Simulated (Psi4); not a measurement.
# MP2/def2-TZVPP (core potential) run of PbSe (SMILES [Se][Pb])

Aim: the energy change on altering one bond length of PbSe at MP2/def2-TZVPP (core potential), from 2 runs. 

The results are computed with Psi4 1.11.

4 further runs of the same task are left out: 2 that didn't finish, 2 set aside as unsound or not needed.

## 1. The system as given

PbSe has 2 atoms, charge 0, and is taken as a singlet. As SMILES, `[Se][Pb]`. The coordinates come from a PBE0-D4/def2-TZVP relaxation.

Bond lengths: Se1–Pb2 2.402 Å.

## 2. A single-point energy at MP2/def2-TZVPP (core potential)

The input, job.py:

```python
import psi4

psi4.set_memory('2200 MB')
psi4.set_num_threads(1)
psi4.core.set_output_file('output.dat', False)

molecule = psi4.geometry("""
0 1
Se     0.000000     0.000000    -0.004980
Pb     0.000000     0.000000     2.397170
symmetry c1
""")

psi4.set_options({
    'basis': 'def2-TZVPP',
    'puream': True,
    'e_convergence': 1e-09,
    'd_convergence': 1e-08,
    'scf_type': 'pk',
    'num_frozen_docc': 13,
    'mp2_type': 'conv',
})

E, wfn = psi4.energy("mp2", return_wfn=True)
print('E =', round(E, 9))
for k, v in sorted(psi4.core.scalar_variables().items()):
    print(f'{k:45s} {v:18.10f}')
```

Launch:

```console
python job.py
```

output.dat:

```text
[...]
    !!!  WARNING: ECP capability is in beta. Please check occupations closely.  !!!
[...]
  Running in c1 symmetry.
[...]
  Nuclear repulsion =  164.779282551530940
[...]
  Multiplicity = 1
[...]
  Nalpha       = 28
  Nbeta        = 28
[...]
    Number of basis functions: 98
[...]
 WARNING: Atomic UHF is not converging! Try casting from a smaller basis or call Rob at CCMST.
   -------------------------
[...]
   @RHF iter   1: -2590.90513915290012   -3.64350e+00   1.94748e-02 DIIS/ADIIS
[...]
   @RHF iter  13: -2591.73418875301240   -1.95541e-11   4.90324e-09 DIIS
[...]
    Orbital Energies [Eh]
    ---------------------
    Doubly Occupied:
       1A   -460.787902     2A    -60.591876     3A    -54.192050
       4A    -54.191993     5A    -54.191993     6A     -8.856160
       7A     -6.587977     8A     -6.586560     9A     -6.586560
      10A     -6.211761    11A     -3.897880    12A     -3.897880
      13A     -3.888675    14A     -2.575374    15A     -2.574405
      16A     -2.574405    17A     -2.573103    18A     -2.573103
      19A     -1.119803    20A     -1.119803    21A     -1.118681
      22A     -1.110785    23A     -1.110785    24A     -0.834720
      25A     -0.584357    26A     -0.334964    27A     -0.319784
      28A     -0.319783
[...]
  @RHF Final Energy: -2591.73418875301240
   => Energetics <=
    Nuclear Repulsion Energy =            164.7792825515309403
    One-Electron Energy =               -4010.4006848180979432
    Two-Electron Energy =                1253.8872135135547978
    Total Energy =                      -2591.7341887530124040
[...]
 Multipole Moments:
 ------------------------------------------------------------------------------------
     Multipole            Electronic (a.u.)      Nuclear  (a.u.)        Total (a.u.)
 ------------------------------------------------------------------------------------
 L = 1.  Multiply by 2.5417464519 to convert [e a0] to [Debye]
 Dipole X            :          0.0000000            0.0000000            0.0000000
 Dipole Y            :         -0.0000002            0.0000000           -0.0000002
 Dipole Z            :         85.6742309          -83.7743234            1.8999076
 Magnitude           :                                                    1.8999076
[...]
	SCS-MP2 Total Energy (a.u.)        : -2592.32587132326535
	SOS-MP2 Total Energy (a.u.)        : -2592.25097747213567
	SCSN-MP2 Total Energy (a.u.)       : -2592.12962828697755
[...]
	SOS-PI-MP2 Total Energy (a.u.)     : -2592.33710892532281
[...]
	MP2 Total Energy (a.u.)            : -2592.38952757233756
[...]
```

Standard output:

```text
E = -2592.389527572
CURRENT CORRELATION ENERGY                         -0.6553388193
CURRENT ENERGY                                  -2592.3895275723
CURRENT REFERENCE ENERGY                        -2591.7341887530
DD SOLVATION ENERGY                                 0.0000000000
HF KINETIC ENERGY                                2462.4962776014
HF POTENTIAL ENERGY                             -5054.2304663544
HF TOTAL ENERGY                                 -2591.7341887530
HF VIRIAL RATIO                                     2.0524824798
MP2 CORRELATION ENERGY                             -0.6553388193
MP2 DOUBLES ENERGY                                 -0.6553388193
MP2 OPPOSITE-SPIN CORRELATION ENERGY               -0.4306572659
MP2 SAME-SPIN CORRELATION ENERGY                   -0.2246815534
MP2 SINGLES ENERGY                                  0.0000000000
MP2 TOTAL ENERGY                                -2592.3895275723
NUCLEAR REPULSION ENERGY                          164.7792825515
ONE-ELECTRON ENERGY                             -4010.4006848181
PCM POLARIZATION ENERGY                             0.0000000000
PE ENERGY                                           0.0000000000
SCF ITERATION ENERGY                            -2591.7341887530
SCF ITERATIONS                                     13.0000000000
SCF TOTAL ENERGY                                -2591.7341887530
SCS(N)-MP2 CORRELATION ENERGY                      -0.3954395340
SCS(N)-MP2 TOTAL ENERGY                         -2592.1296282870
SCS-MP2 CORRELATION ENERGY                         -0.5916825703
SCS-MP2 TOTAL ENERGY                            -2592.3258713233
SCS-MP2-VDW CORRELATION ENERGY                     -0.6635820771
SCS-MP2-VDW TOTAL ENERGY                        -2592.3977708301
SOS-MP2 CORRELATION ENERGY                         -0.5167887191
SOS-MP2 TOTAL ENERGY                            -2592.2509774721
SOS-PI-MP2 CORRELATION ENERGY                      -0.6029201723
SOS-PI-MP2 TOTAL ENERGY                         -2592.3371089253
TWO-ELECTRON ENERGY                              1253.8872135136
```

Wall time 13 s (1 thread of Intel Xeon at 2.50GHz (Skylake/Cascade Lake), shared host); peak memory 0.6 GiB.

## 3. The distorted shape

The input, input.json:

```json
{
 "schema_name": "qcschema_input",
 "schema_version": 1,
 "molecule": {
  "schema_name": "qcschema_molecule",
  "schema_version": 2,
  "symbols": ["Se", "Pb"],
  "geometry": [0.0, 0.0, -0.69037365, 0.0, 0.0, 4.52999477],
  "molecular_charge": 0,
  "molecular_multiplicity": 1,
  "fix_symmetry": "c1"
 },
 "driver": "energy",
 "model": {
  "method": "mp2",
  "basis": "def2-TZVPP"
 },
 "keywords": {
  "reference": "rhf",
  "puream": true,
  "e_convergence": 1e-09,
  "d_convergence": 1e-08,
  "scf_type": "pk",
  "num_frozen_docc": 13,
  "mp2_type": "conv"
 }
}
```

Launch:

```console
psi4 --qcschema input.json -n 1 --memory 2200MB
```

stdout:

```text
[...]
    !!!  WARNING: ECP capability is in beta. Please check occupations closely.  !!!
[...]
  Running in c1 symmetry.
[...]
  Nuclear repulsion =  143.284906317014276
[...]
  Multiplicity = 1
[...]
  Nalpha       = 28
  Nbeta        = 28
[...]
    Number of basis functions: 98
[...]
 WARNING: Atomic UHF is not converging! Try casting from a smaller basis or call Rob at CCMST.
   -------------------------
[...]
   @RHF iter   1: -2590.78706226816576   -3.76752e+00   1.96162e-02 DIIS/ADIIS
[...]
   @RHF iter  16: -2591.69977553255467   -3.41061e-11   2.40791e-09 DIIS
[...]
    Orbital Energies [Eh]
    ---------------------
    Doubly Occupied:
       1A   -460.777579     2A    -60.580037     3A    -54.180631
       4A    -54.180056     5A    -54.180056     6A     -8.842865
       7A     -6.575143     8A     -6.572535     9A     -6.572535
      10A     -6.237920    11A     -3.924311    12A     -3.924311
      13A     -3.913538    14A     -2.563047    15A     -2.561691
      16A     -2.561691    17A     -2.558260    18A     -2.558260
      19A     -1.146097    20A     -1.146097    21A     -1.134390
      22A     -1.134390    23A     -1.133134    24A     -0.791375
      25A     -0.604920    26A     -0.317419    27A     -0.289244
      28A     -0.289244
[...]
  @RHF Final Energy: -2591.69977553255467
   => Energetics <=
    Nuclear Repulsion Energy =            143.2849063170142756
    One-Electron Energy =               -3967.4678085513296537
    Two-Electron Energy =                1232.4831267017607388
    Total Energy =                      -2591.6997755325546677
[...]
 Multipole Moments:
 ------------------------------------------------------------------------------------
     Multipole            Electronic (a.u.)      Nuclear  (a.u.)        Total (a.u.)
 ------------------------------------------------------------------------------------
 L = 1.  Multiply by 2.5417464519 to convert [e a0] to [Debye]
 Dipole X            :          0.0000002            0.0000000            0.0000002
 Dipole Y            :         -0.0000000            0.0000000           -0.0000000
 Dipole Z            :         99.1082810          -96.3414309            2.7668501
 Magnitude           :                                                    2.7668501
[...]
	SCS-MP2 Total Energy (a.u.)        : -2592.29870039865045
	SOS-MP2 Total Energy (a.u.)        : -2592.26748347149578
	SCSN-MP2 Total Energy (a.u.)       : -2592.09517767082252
[...]
	SOS-PI-MP2 Total Energy (a.u.)     : -2592.31115331295268
[...]
	MP2 Total Energy (a.u.)            : -2592.36113425295889
[...]
```

The result, in JSON:

```text
{
 "driver": "energy",
 "model": {
  "method": "mp2",
  "basis": "def2-TZVPP"
 },
 "success": true,
 "return_result": -2592.361134252959,
 "properties": {
  "calcinfo_nbasis": 98,
  "calcinfo_nmo": 98,
  "calcinfo_nalpha": 28,
  "calcinfo_nbeta": 28,
  "calcinfo_natom": 2,
  "nuclear_repulsion_energy": 143.28490631701428,
  "return_energy": -2592.361134252959,
  "scf_one_electron_energy": -3967.4678085513297,
  "scf_two_electron_energy": 1232.4831267017607,
  "scf_dipole_moment": [2.3557178852399643e-07, -4.951009129459168e-08, 2.7668501092309015],
  "scf_total_energy": -2591.6997755325547,
  "scf_iterations": 16,
  "mp2_same_spin_correlation_energy": -0.22466030583423524,
  "mp2_opposite_spin_correlation_energy": -0.4366984145700253,
  "mp2_singles_energy": 0.0,
  "mp2_doubles_energy": -0.6613587204042606,
  "mp2_correlation_energy": -0.6613587204042233,
  "mp2_total_energy": -2592.361134252959
 }
}
```

Run time: 14 s. Hardware: 1 thread of Intel Xeon at 2.50GHz (Skylake/Cascade Lake), shared host; peak memory 0.58 GiB.

## 4. Outcome

At MP2/def2-TZVPP (core potential), 13 core orbitals frozen:

| quantity | value |
| --- | --- |
| first shape: total energy | -2592.38953 Eh |
| first shape: HOMO energy (Hartree–Fock orbitals) | -8.70 eV |
| first shape: LUMO energy (Hartree–Fock orbitals) | -0.02 eV |
| first shape: HOMO–LUMO gap (Hartree–Fock orbitals) | 8.68 eV |
| first shape: correlation energy (13 core orbitals frozen) | -655.3 mEh |
| distorted shape: total energy | -2592.36113 Eh |
| distorted shape: HOMO energy (Hartree–Fock orbitals) | -7.87 eV |
| distorted shape: LUMO energy (Hartree–Fock orbitals) | -0.69 eV |
| distorted shape: HOMO–LUMO gap (Hartree–Fock orbitals) | 7.18 eV |
| distorted shape: correlation energy (13 core orbitals frozen) | -661.4 mEh |
| energy change with the Se1–Pb2 bond stretched from 2.402 to 2.763 Å | 0.773 eV |

What this shows: With the Se1–Pb2 bond stretched from 2.402 to 2.763 Å the energy rises by 0.77 eV (74.5 kJ/mol). The first shape isn't relaxed at this level, so the change isn't measured from a minimum.
